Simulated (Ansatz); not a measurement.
**C₄H₁₄Al₂Cl₂N₂: up Jacob's ladder to CCSD(T)**

Aim: compute C₄H₁₄Al₂Cl₂N₂ with functionals from several rungs and with coupled cluster, and see how far each lands from CCSD(T) at the basis-set limit for the atomisation energy.

Method: functionals in def2-TZVPP, the program's frozen cores in correlated methods; program: Ansatz 0.2.0, Gaussian basis.

The runs, in order: LDA (SPW92), PBE-D4, revPBE-D4, BLYP-D4, r2SCAN-D4, B97M-V, PBE0-D4, B3LYP-D4, r2SCANh-D4, r2SCAN0-D4, HSE06-D4, BHLYP-D4, CAM-B3LYP-D4, LC-ωPBE, ωB97X-V, ωB97M-V, B2PLYP, PBE-QIDH; CCSD(T)/def2-SVP; CCSD(T)/def2-TZVPP; MP2/def2-QZVPP; extrapolation to the limit; RPA on PBE.

## 1. Structure used throughout

An earlier PBE0-D4 in a triple-zeta def2 set relaxation fixed the geometry.

SMILES `C[CH2][Al@-]1([Cl])[NH2+][Al@-]([Cl])([CH2]C)[NH2+]1`, 24 atoms, charge 0, spin multiplicity 1.

Atoms are counted from 1 here; the program's logs count them from 0.

Bond lengths: C1–C2 1.531 Å, C1–H11 1.093 Å, C1–H12 1.094 Å, C1–H13 1.095 Å, C2–Al3 1.953 Å, C2–H14 1.097 Å, C2–H15 1.099 Å, Al3–Cl4 2.129 Å, Al3–N5 1.943 Å, Al3–N10 1.947 Å, N5–Al6 1.947 Å, N5–H16 1.014 Å, N5–H17 1.015 Å, Al6–Cl7 2.129 Å, Al6–C8 1.953 Å, Al6–N10 1.943 Å, C8–C9 1.531 Å, C8–H18 1.099 Å and more. Angles: C2–C1–H11 111.4°, C2–C1–H12 112.4°, C2–C1–H13 111.9°, H11–C1–H12 107.3°, H11–C1–H13 106.8°, H12–C1–H13 106.8°, C1–C2–Al3 114.3°, C1–C2–H14 109.5°, C1–C2–H15 109.8°, Al3–C2–H14 108.8°, Al3–C2–H15 108.9°, H14–C2–H15 105.1°, C2–Al3–Cl4 120.8°, C2–Al3–N5 113.7°, C2–Al3–N10 112.8°, Cl4–Al3–N5 108.7°, Cl4–Al3–N10 108.0°, N5–Al3–N10 87.9° and more.

Coordinates:

```xyz
24
C4H14Al2Cl2N2
C    -1.12792   -2.59755    2.22541
C    -0.01449   -1.61650    1.85041
Al   -0.62300    0.21641    1.56239
Cl   -1.60498    1.29606    3.11192
N     0.72089    1.36665    0.75756
Al   -0.23070    1.39187   -0.94058
Cl   -0.88063    3.38633   -1.30213
C     0.67764    0.36748   -2.33281
C     1.97239    1.00651   -2.84084
N    -1.66789    0.41740   -0.06782
H    -1.63500   -2.29262    3.14463
H    -0.75302   -3.61334    2.38285
H    -1.89561   -2.66009    1.44731
H     0.75281   -1.61522    2.63446
H     0.50148   -1.96721    0.94564
H     1.66130    0.98956    0.72767
H     0.78361    2.28009    1.19613
H     0.88505   -0.64311   -1.95398
H    -0.01344    0.22161   -3.17222
H     2.70744    1.13159   -2.03911
H     2.45358    0.40962   -3.62145
H     1.78938    2.00009   -3.25843
H    -1.94949   -0.44635   -0.51737
H    -2.50937    0.97070    0.06034
```

## 2. LDA

This LDA is Slater exchange with PW92 correlation.

Input file in.yaml:

```yaml
crystal:
  periodic: [false, false, false]
  atoms:
    - {symbol: C, position_ang: [-1.127916, -2.597553, 2.225413]}
    - {symbol: C, position_ang: [-0.014491, -1.616497, 1.850408]}
    - {symbol: Al, position_ang: [-0.622996, 0.216415, 1.562394]}
    - {symbol: Cl, position_ang: [-1.604981, 1.296058, 3.111918]}
    - {symbol: N, position_ang: [0.720893, 1.366645, 0.757556]}
    - {symbol: Al, position_ang: [-0.230704, 1.391875, -0.940577]}
    - {symbol: Cl, position_ang: [-0.880633, 3.386326, -1.302130]}
    - {symbol: C, position_ang: [0.677641, 0.367479, -2.332806]}
    - {symbol: C, position_ang: [1.972390, 1.006510, -2.840839]}
    - {symbol: N, position_ang: [-1.667895, 0.417402, -0.067820]}
    - {symbol: H, position_ang: [-1.635002, -2.292615, 3.144630]}
    - {symbol: H, position_ang: [-0.753017, -3.613343, 2.382854]}
    - {symbol: H, position_ang: [-1.895607, -2.660092, 1.447306]}
    - {symbol: H, position_ang: [0.752810, -1.615221, 2.634457]}
    - {symbol: H, position_ang: [0.501475, -1.967212, 0.945645]}
    - {symbol: H, position_ang: [1.661303, 0.989561, 0.727669]}
    - {symbol: H, position_ang: [0.783608, 2.280092, 1.196128]}
    - {symbol: H, position_ang: [0.885046, -0.643107, -1.953976]}
    - {symbol: H, position_ang: [-0.013441, 0.221612, -3.172217]}
    - {symbol: H, position_ang: [2.707438, 1.131592, -2.039111]}
    - {symbol: H, position_ang: [2.453576, 0.409619, -3.621447]}
    - {symbol: H, position_ang: [1.789378, 2.000094, -3.258430]}
    - {symbol: H, position_ang: [-1.949489, -0.446352, -0.517366]}
    - {symbol: H, position_ang: [-2.509374, 0.970703, 0.060342]}
basis:
  gaussian: {orbitals: def2-TZVPP}
hamiltonian: {xc: lda}
output: {orbitals: {seedname: orbitals}}
```

Command:

```console
$ ansatz run in.yaml --threads 4 --pin off --events-out ev --progress --plain --max-ram 66560MiB --backend cuda --devices 0, --max-vram 37GiB
```

Further steps of the session: PBE-D4 (GGA); revPBE-D4 (GGA); BLYP-D4 (GGA); r2SCAN-D4 (meta-GGA); B97M-V (meta-GGA); B3LYP-D4 (hybrid); r2SCANh-D4 (hybrid); r2SCAN0-D4 (hybrid); HSE06-D4 (hybrid); BHLYP-D4 (hybrid); CAM-B3LYP-D4 (range-separated); LC-ωPBE (range-separated); ωB97X-V (range-separated); ωB97M-V (range-separated); B2PLYP (double hybrid); PBE-QIDH (double hybrid); CCSD(T) in def2-SVP; CCSD(T) in def2-TZVPP; MP2 in def2-QZVPP; RPA on PBE orbitals.

**Question.** What will the summary of the whole plan be? Wanted: atomisation energy, CCSD(T)/CBS; farthest beyond LDA; mean size of error, GGA; mean size of error, meta-GGA; mean size of error, hybrid; mean size of error, range-separated; mean size of error, double hybrid; gap, smallest and largest; T1 diagnostic.

The runs gave:

| quantity | value |
| --- | --- |
| atomisation energy, CCSD(T)/CBS | 94.027 eV |
| functionals within 0.470 eV (0.5 %) | r2SCAN-D4, B97M-V, PBE0-D4, B3LYP-D4, r2SCANh-D4, HSE06-D4, CAM-B3LYP-D4, LC-ωPBE, ωB97X-V, ωB97M-V |
| farthest beyond LDA | BHLYP-D4 (-2.105 eV) |
| mean size of error, GGA | 0.945 eV |
| mean size of error, meta-GGA | 0.169 eV |
| mean size of error, hybrid | 0.598 eV |
| mean size of error, range-separated | 0.283 eV |
| mean size of error, double hybrid | 0.922 eV |
| gap, smallest and largest | 5.28 eV (LDA (SPW92)), 12.25 eV (LC-ωPBE) |
| T1 diagnostic | 0.0088 |
| triples share of the correlation energy | 3.8 % |

In words: The LDA atomisation energy is off by 11.581 eV (12 %): it overbinds. PBE-D4 misses by +0.998 eV. Double hybrids carry the basis error of their MP2 part in triple zeta, and no dispersion term here, so their miss is partly the set-up's. The rungs meta-GGA, range-separated miss on average by less than the doubt on the reference (0.470 eV), so they tie. The reference freezes the cores and leaves out relativity and excitations past (T), so misses under about 0.470 eV can't be ranked. Hartree-Fock recovers 75 % of the binding; the rest is correlation. CCSD(T) in def2-SVP is off by -4.751 eV, more than most functionals: a good method in a small basis is no reference. Orbital gaps span 5.3 to 12.3 eV; exact exchange widens them.
